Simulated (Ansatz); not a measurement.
# Fe7Co: the cost of one run

Program: Ansatz 0.2.0. Level of theory: DFT r2SCAN, scalar-relativistic, plane waves, PAW. These are calculated values, not measurements.

## Step 1: The system as given

The structure is cubic, space group Im-3m (No. 229). Conventional cell: a = 5.686 Å, b = 5.686 Å, c = 5.686 Å, α = 90.00°, β = 90.00°, γ = 90.00°. Fe (site symmetry 4/mmm) is surrounded by 8 Fe at 2.46 Å. Fe (site symmetry -3m) is surrounded by 6 Fe at 2.46 Å and 2 Co at 2.46 Å. Around Co (site symmetry m-3m) lie 8 Fe at 2.46 Å.

Coordinates:

```cif
data_structure
_symmetry_space_group_name_H-M 'P 1'
_symmetry_Int_Tables_number 1
_cell_length_a 4.9244
_cell_length_b 4.9244
_cell_length_c 4.9244
_cell_angle_alpha 109.471
_cell_angle_beta 109.471
_cell_angle_gamma 109.471
_cell_volume 91.92
loop_
_atom_site_label
_atom_site_type_symbol
_atom_site_fract_x
_atom_site_fract_y
_atom_site_fract_z
_atom_site_occupancy
Fe1 Fe 0.00000 0.50000 0.50000 1
Fe2 Fe 0.50000 0.50000 0.00000 1
Fe3 Fe 0.50000 0.00000 0.50000 1
Fe4 Fe 0.00000 0.00000 0.50000 1
Fe5 Fe 0.00000 0.50000 0.00000 1
Fe6 Fe 0.50000 0.00000 0.00000 1
Fe7 Fe 0.50000 0.50000 0.50000 1
Co1 Co 0.00000 0.00000 0.00000 1
```

The structure comes from the Materials Project (structure only).

(A quick probe on a coarse mesh, which set the mesh and smearing, is not shown.)

## Step 3: Relaxing cell and atoms

input.yaml reads:

```yaml
crystal:
  lattice:
    - [-2.843091375, 2.843091375, 2.843091375]
    - [2.843091375, -2.843091375, 2.843091375]
    - [2.843091375, 2.843091375, -2.843091375]
  atoms:
    - { symbol: Fe, position: [0.0, 0.5, 0.5], spin: 3.06 }
    - { symbol: Fe, position: [0.5, 0.5, 0.0], spin: 3.06 }
    - { symbol: Fe, position: [0.5, 0.0, 0.5], spin: 3.06 }
    - { symbol: Fe, position: [0.0, 0.0, 0.5], spin: 3.13 }
    - { symbol: Fe, position: [0.0, 0.5, 0.0], spin: 3.13 }
    - { symbol: Fe, position: [0.5, 0.0, 0.0], spin: 3.13 }
    - { symbol: Fe, position: [0.5, 0.5, 0.5], spin: 3.13 }
    - { symbol: Co, position: [0.0, 0.0, 0.0], spin: 2.18 }
basis:
  ecutwfc: 500
kpoints:
  mp_grid: { grid: [10, 10, 10] }
hamiltonian:
  xc: r2scan
scf:
  occupations: { method: gaussian, width: 0.1 }
output:
  forces: true
  stress: true
  eigenvalues: true
  populations: true
  write_density: true
  write_potential: true
  elf: true
  volumetric_format: npy
magnetization:
  spin_polarized: true
relax:
  adjacent_minimum: "off"
  f_tol: 0.005
  max_steps: 80
  cell: { stress_tol: 0.05 }
```

Launch:

```bash
ansatz run input.yaml --threads 2 --pin off --max-ram 5120MiB --backend cpu --events-out ev --progress --plain --runs-dir out
```

**Question.** How long does this run take on 2 threads of AMD EPYC 7R43 (Zen 3), shared host, and how much memory does it need?

About 7 min, with a peak of 1.6 GiB.
